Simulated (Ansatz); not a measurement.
# CuCO+ (singlet): from Hartree-Fock to the top rungs, def2-SVP

The task here is to estimate one member of a computed series from the others.

Method: def2-SVP, core rule «outside noble gas», up to 11 orbitals frozen; program: Ansatz 0.2.0, Gaussian basis.

Plan: UHF; CCSD(T) on RHF; CISD; CCSDT(Q) on RHF; CASSCF and MRCISD+Q, 8 electrons in 8 orbitals; CASSCF and NEVPT2, 8 electrons in 8 orbitals.

14 further runs of the same task are left out: 5 that didn't finish, 9 set aside as unsound or not needed.

### The system

The geometry is a PBE0/def2-TZVP stationary point (not a proven minimum).

3 atoms, charge 1, spin multiplicity 1.

Atoms are counted from 1 here; the program's logs count them from 0.

Bond lengths: Cu1–C2 1.896 Å, C2–O3 1.113 Å. Angles: Cu1–C2–O3 180.0°.

Set-up of the first run:

Input file in.yaml:

```yaml
crystal:
  periodic: [false, false, false]
  atoms:
    - {symbol: Cu, position_ang: [0.000000, 0.000000, 1.635000]}
    - {symbol: C, position_ang: [0.000000, 0.000000, -0.261200]}
    - {symbol: O, position_ang: [0.000000, 0.000000, -1.373800]}
basis:
  gaussian: {orbitals: def2-SVP}
total_charge: 1
magnetization: {spin_polarized: true, initial_magnetization: 0}
hamiltonian: {xc: hf}
output: {orbitals: {seedname: orbitals}}
```

Launch:

```sh
> ansatz run in.yaml --threads 1 --pin off --events-out ev --progress --plain --max-ram 2393MiB
```

Among the steps run: UHF; CCSD(T) on RHF; CISD; CCSDT(Q) on RHF; CASSCF and MRCISD+Q, 8 electrons in 8 orbitals; CASSCF and NEVPT2, 8 electrons in 8 orbitals.

One of the session's tables, all rows but one given; the rest of the session is left out.

| method | from RCCSDT(Q) (kJ/mol) |
| --- | --- |
| RHF | +1513.3 |
| RMP2 | -25.8 |
| CISD | +209.1 |
| RCCSD | +60.3 |
| RCCSD(T) | -2.3 |
| RCCSDT | ? |
| RCCSDT(Q) | 0 |

Estimate the missing values for RCCSDT.

The run gave: from RCCSDT(Q) (kJ/mol): -1.4. In the column «from RCCSDT(Q) (kJ/mol)» it lies between RCCSD(T) (-2.3) and RCCSDT(Q) (0).

Not comparable, so not listed: CASSCF and MRCISD+Q, 8 electrons in 8 orbitals (they don't share determinant, frozen orbitals or solution with the rows shown, or repeat one).

Left out of the table: CASSCF frontier, NEVPT2 frontier (the active space lost an orbital or holds another state than full CI finds).

Caveats from the session: Warnings in the runs' records: passed over end.
